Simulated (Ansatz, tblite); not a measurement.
**[NbO2Cl2]- (NbCl₂O₂−): rung by rung**

An exercise on one series of results from a longer session: the logs are not shown, and one member is left open.

Computed with Ansatz 0.2.0, Gaussian basis. Level: as each input shows.

The runs, in order: GFN1-xTB, GFN2-xTB, PBE-D4/def2-TZVPD, r2SCAN-D4/def2-TZVPD, PBE-QIDH/def2-TZVPD, BLYP-D4/def2-TZVPD, LC-ωPBE/def2-TZVPD, r2SCAN0-D4/def2-TZVPD, revPBE-D4/def2-TZVPD, HSE06-D4/def2-TZVPD, r2SCANh-D4/def2-TZVPD, PBE-D4/def2-SVPD, PBE0-D4/def2-SVPD, CCSD(T)/def2-SVPD, MP2/def2-TZVPD, RPA/def2-TZVPD.

1 further run of the same task is left out (set aside as unsound or not needed). Runs told in other sessions of the task aren't counted.

## The relaxed structure

The geometry is that of the singlet, from an earlier relaxation (PBE0-D4/def2-SVPD).

5 atoms, charge -1, spin multiplicity 1.

Bond lengths: Nb1–O2 1.727 Å, Nb1–O3 1.727 Å, Nb1–Cl4 2.406 Å, Nb1–Cl5 2.406 Å. Angles: O2–Nb1–O3 106.9°, O2–Nb1–Cl4 109.8°, O2–Nb1–Cl5 109.8°, O3–Nb1–Cl4 109.8°, O3–Nb1–Cl5 109.8°, Cl4–Nb1–Cl5 110.7°.

Formally the metal is d0. Nb takes a core potential in the def2 sets. No spin-orbit coupling is included. The ion is computed in the gas phase, without counter-ions or solvent.

PBE0-D4/def2-TZVPD was run before; its log isn't repeated, and its numbers join the tables.

The first run:

Tight binding, by tblite at 300 K electronic temperature and without a spin-polarisation term:

```python
tblite.interface.Calculator('GFN1-xTB', numbers, positions, charge=-1, uhf=0).singlepoint()
```

Tight binding, by tblite at 300 K electronic temperature and without a spin-polarisation term:

```python
tblite.interface.Calculator('GFN2-xTB', numbers, positions, charge=-1, uhf=0).singlepoint()
```

start.molden holds the orbitals of an earlier run on this state, given as this run's starting guess.

Input file in.yaml:

```yaml
crystal:
  periodic: [false, false, false]
  atoms:
    - {symbol: Nb, position_ang: [0.111567, -0.000158, 0.078145]}
    - {symbol: O, position_ang: [0.157728, -0.014903, 1.803993]}
    - {symbol: O, position_ang: [1.749352, 0.008537, -0.468172]}
    - {symbol: Cl, position_ang: [-1.015530, 1.981625, -0.689648]}
    - {symbol: Cl, position_ang: [-1.003117, -1.975101, -0.724318]}
basis:
  gaussian: {orbitals: def2-TZVPD, initial_orbitals: start.molden}
total_charge: -1
hamiltonian: {xc: pbe, dispersion: d4}
scf: {omitted_lower_state_checks: [starts]}
output: {orbitals: {seedname: orbitals}}
```

Command:

```
ansatz run in.yaml --threads 4 --pin off --events-out ev --progress --plain --max-ram 3916MiB
```

Among the steps run: PBE-D4/def2-TZVPD; r2SCAN-D4/def2-TZVPD; PBE-QIDH/def2-TZVPD; BLYP-D4/def2-TZVPD; LC-ωPBE/def2-TZVPD; r2SCAN0-D4/def2-TZVPD; revPBE-D4/def2-TZVPD; HSE06-D4/def2-TZVPD; r2SCANh-D4/def2-TZVPD; PBE-D4/def2-SVPD; PBE0-D4/def2-SVPD; CCSD(T)/def2-SVPD; MP2/def2-TZVPD; RPA/def2-TZVPD.

One table of the session follows, with a row left open; its other results are not shown here.

It belongs to the step «Levels side by side». 

| level | HOMO (eV) | LUMO (eV) | gap (eV) |
| --- | --- | --- | --- |
| PBE-D4/def2-SVPD | -2.26 | 1.85 | 4.10 |
| PBE-D4/def2-TZVPD | -2.16 | 1.93 | 4.08 |
| revPBE-D4/def2-TZVPD | -2.08 | 2.03 | 4.11 |
| BLYP-D4/def2-TZVPD | -2.06 | 2.00 | 4.06 |
| r2SCAN-D4/def2-TZVPD | -2.46 | 2.07 | 4.53 |
| r2SCANh-D4/def2-TZVPD | ? | ? | ? |
| PBE0-D4/def2-SVPD | -3.82 | 2.61 | 6.43 |
| PBE0-D4/def2-TZVPD | -3.70 | 2.70 | 6.40 |
| r2SCAN0-D4/def2-TZVPD | -3.94 | 2.78 | 6.72 |
| HSE06-D4/def2-TZVPD | -3.29 | 2.33 | 5.62 |
| LC-ωPBE/def2-TZVPD | -6.47 | 4.25 | 10.72 |

**Question.** Estimate the row for r2SCANh-D4/def2-TZVPD.

Worked estimate for «HOMO (eV)». Against the share of exact exchange, r2SCAN-D4/def2-TZVPD (0, -2.46), r2SCAN0-D4/def2-TZVPD (0.25, -3.94) give a slope of -5.92 per unit share; at 0.1 the line stands at -3.05.

**Answer.** HOMO (eV): -3.05; LUMO (eV): 2.35; gap (eV): 5.40. In «HOMO (eV)» the line misses by 0.00.
